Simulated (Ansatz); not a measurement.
# KAlAgC6N6: the cost of one run

Computed with Ansatz 0.2.0 (DFT PBE, scalar-relativistic, plane waves, PAW, unless a step's input says otherwise).

### 1 The system as given

Symmetry: F-43m, No. 216, cubic system. Conventional cell: a = 10.330 Å, b = 10.330 Å, c = 10.330 Å, α = 90.00°, β = 90.00°, γ = 90.00°. Around K (site symmetry -43m) lie 12 N at 3.68 Å and 12 C at 3.72 Å. Around Al (site symmetry -43m) lie 6 C at 1.87 Å. Around Ag (site symmetry -43m) lie 6 N at 2.12 Å. C (site symmetry 2mm) is surrounded by 1 N at 1.17 Å and 1 Al at 1.87 Å. N (site symmetry 2mm) is surrounded by 1 C at 1.17 Å.

Structure file:

```cif
data_structure
_symmetry_space_group_name_H-M 'F-43m'
_symmetry_Int_Tables_number 216
_cell_length_a 10.3300
_cell_length_b 10.3300
_cell_length_c 10.3300
_cell_angle_alpha 90.000
_cell_angle_beta 90.000
_cell_angle_gamma 90.000
_cell_volume 1102.30
loop_
_atom_site_label
_atom_site_type_symbol
_atom_site_symmetry_multiplicity
_atom_site_Wyckoff_symbol
_atom_site_fract_x
_atom_site_fract_y
_atom_site_fract_z
_atom_site_occupancy
K1 K 4 c 0.25000 0.25000 0.25000 1
Al1 Al 4 a 0.00000 0.00000 0.00000 1
Ag1 Ag 4 b 0.50000 0.00000 0.00000 1
C1 C 24 f 0.18151 0.00000 0.00000 1
N1 N 24 f 0.29477 0.00000 0.00000 1
```

The cell is invented: cyanide-bridged rock-salt net of two metals, 1 guest cations a cell (F-43m, No. 216). Lengths come from tabulated atomic sizes and are only a guess.

### 2 A first look at the guess

input.yaml reads:

```yaml
crystal:
  lattice:
    - [0.0, 5.165, 5.165]
    - [5.165, 0.0, 5.165]
    - [5.165, 5.165, 0.0]
  atoms:
    - { symbol: K, position: [0.75, 0.75, 0.75] }
    - { symbol: Al, position: [0.0, 0.0, 0.0] }
    - { symbol: Ag, position: [0.5, 0.5, 0.5] }
    - { symbol: C, position: [0.81848984, 0.18151016, 0.18151016] }
    - { symbol: C, position: [0.18151016, 0.18151016, 0.81848984] }
    - { symbol: C, position: [0.81848984, 0.18151016, 0.81848984] }
    - { symbol: C, position: [0.18151016, 0.81848984, 0.81848984] }
    - { symbol: C, position: [0.81848984, 0.81848984, 0.18151016] }
    - { symbol: C, position: [0.18151016, 0.81848984, 0.18151016] }
    - { symbol: "N", position: [0.70522749, 0.29477251, 0.29477251] }
    - { symbol: "N", position: [0.29477251, 0.29477251, 0.70522749] }
    - { symbol: "N", position: [0.70522749, 0.29477251, 0.70522749] }
    - { symbol: "N", position: [0.29477251, 0.70522749, 0.70522749] }
    - { symbol: "N", position: [0.70522749, 0.70522749, 0.29477251] }
    - { symbol: "N", position: [0.29477251, 0.70522749, 0.29477251] }
basis:
  ecutwfc: 420
kpoints:
  mp_grid: { grid: [4, 4, 4] }
hamiltonian:
  xc: pbe
scf:
  occupations: { method: gaussian, width: 0.1 }
  lower_state_search: "off"
output:
  forces: true
  stress: true
  eigenvalues: true
```

Command:

```sh
$ ansatz run input.yaml --threads 1 --pin off --max-ram 2560MiB --backend cpu --events-out ev --progress --plain --runs-dir out
```

Q: Estimate wall time and peak memory on 1 thread of Arm Neoverse N1, shared host.

About 20 s, with a peak of 0.49 GiB.
